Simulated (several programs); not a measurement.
InGa₂As₃ (ordering on zincblende) from semi-empirical methods to plane-wave DFT

An ordered 6-atom cell of InGa₂As₃ on the zincblende lattice (Imm2), relaxed with r2SCAN in Ansatz, was computed with several methods. It is orthorhombic, Imm2 (No. 44); conventional cell a = 4.101 Å, b = 12.323 Å, c = 5.828 Å, 24.54 Å³ an atom. Ga is surrounded by 4 As at 2.45–2.48 Å; As is surrounded by 3 Ga at 2.46–2.48 Å and 1 In at 2.64 Å; In is surrounded by 4 As at 2.61–2.64 Å; As is surrounded by 2 Ga at 2.45 Å and 2 In at 2.61 Å. No spin polarisation. The prototype was imposed, so other structures may be more stable.

```yaml
crystal:
  lattice:
    - [-2.05056, 6.16167, 2.91376]
    - [2.05056, -6.16167, 2.91376]
    - [2.05056, 6.16167, -2.91376]
  atoms:
    - { symbol: Ga, position: [0.66954, 0.00051, 0.66903] }
    - { symbol: As, position: [0.43753, 0.26264, 0.17489] }
    - { symbol: Ga, position: [0.33148, 0.00051, 0.33097] }
    - { symbol: As, position: [0.08775, 0.26264, 0.82511] }
    - { symbol: In, position: [0.00063, 0.00063, 0.00000] }
    - { symbol: As, position: [0.72307, 0.22307, 0.50000] }
```

Gaps and times are for a single point on this cell; volume and bulk modulus come from each method's own relaxation or energy curve at fixed shape, which is too stiff where a cell has free coordinates or axes. Times are rough, from shared hosts (Arm Neoverse N1; NVIDIA H100 80GB HBM3), and each method has its own mesh and cell size. A double dagger marks a value from a curve with shape and coordinates held. PM6 (MOPAC), PM7 (MOPAC), GFN2-xTB (tblite) treat a cluster of cells at its zone centre, which samples few k points: where these miss a band edge, the gap comes out too large for that reason alone. Gaps from k meshes are read at a limited set of points (mesh, symmetry points, PBE's band edges), so each method's own least gap may be somewhat smaller. xTB and the PM methods were fitted mostly to molecules, and can miss a solid's gap by electronvolts. Minimal bases can be far off for gaps. Times of the plane-wave rungs are withheld (a dash), since they come from other jobs, hosts and meshes; the meshes of hybrids and Hartree-Fock don't converge their gaps to the digits shown. d marks a direct gap, i an indirect one (no mark: not told apart), a dash a value that wasn't computed or didn't pass its checks.

```tsv
method	kind	gap (eV)	own volume (Å³/atom)	bulk modulus (GPa)	atoms computed	processor time
GFN2-xTB (tblite)	tight binding	1.03	–	–	cluster	7.9 s
PM7 (MOPAC)	semi-empirical	5.60	24.49‡	105‡	cluster	11 s
light PBE (260 eV, its own mesh)	light plane-wave	0.01	–	–	6	18 s
PM6 (MOPAC)	semi-empirical	3.06	–	–	cluster	27 s
PBE/SZV (CP2K)	small basis	0.29 d	–	–	6	51 s
PBE+SOC	semilocal	0.03 d	–	–	6	–
PBE/DZVP (CP2K)	small basis	0.03 d	–	–	6	2.2 min
PBE	semilocal	0.05 d	25.55	56‡	6	–
HSE06	hybrid	0.88 d	–	–	6	–
r2SCAN	semilocal	0.51 d	24.54	67‡	6	–
```

Against HSE06 (0.88 eV) the nearest gap at the points sampled is that of GFN2-xTB (tblite) (+0.15 eV) and the farthest that of PM7 (MOPAC) (+4.72 eV). HSE06 is only a yardstick of convenience, and nearness to it can be luck.

Volumes against r2SCAN's: PBE +4.1 %.

Runs without a result: GFN1-xTB (tblite) (single point), GLLB-SC (GPAW) (single point, out of time).

Only the rows marked +SOC include spin-orbit coupling.
